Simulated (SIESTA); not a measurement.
## Tl in SIESTA: the effect of functional

Tl, a slab with vacuum:

```xyz
3
Lattice="3.4560 0.0000 0.0000 -1.7280 2.9930 0.0000 0.0000 0.0000 20.5250" Properties=species:S:1:pos:R:3 pbc="T T T"
Tl    0.0000    1.9953    7.5000
Tl    1.7280    0.9977   10.2625
Tl    0.0000    1.9953   13.0250
```

The slab is cut from a database's or a generator's crystal, which needn't be the stable form of the element.

Alike in all runs:

```yaml
Program: SIESTA 5.4.2
Task: single point
Basis: DZP (energy shift 0.003 Ry; two zetas on semicore shells)
Grid_cutoff: 500 Ry
Energy_shift: 0.003 Ry
k_mesh: 9 × 9 × 1
Occupations: fermi-dirac, width 0.05 eV
Spin: no spin polarisation
```

| functional | potentials or basis | largest force (eV/Å) |
| --- | --- | --- |
| LDA | PseudoDojo 0.4 standard (LDA files) | ? |
| PBEsol | PseudoDojo 0.4 standard (PBEsol files) | 0.04 |
| AM05 | PseudoDojo 0.4 standard (PBEsol files) | 0.01 |
| WC | PseudoDojo 0.4 standard (PBEsol files) | 0.04 |
| PW91 | PseudoDojo 0.4 standard (PBE files) | 0.15 |
| revPBE | PseudoDojo 0.4 standard (PBE files) | 0.24 |
| RPBE | PseudoDojo 0.4 standard (PBE files) | 0.27 |
| BLYP | PseudoDojo 0.4 standard (PBE files) | 0.40 |

Question: What does the run with functional LDA give?

Answer: Largest force 0.17 eV/Å.

Caveats: the potentials were made for another functional, which shifts forces and pressure (some runs).

Runs at the PBE level aren't shown here.
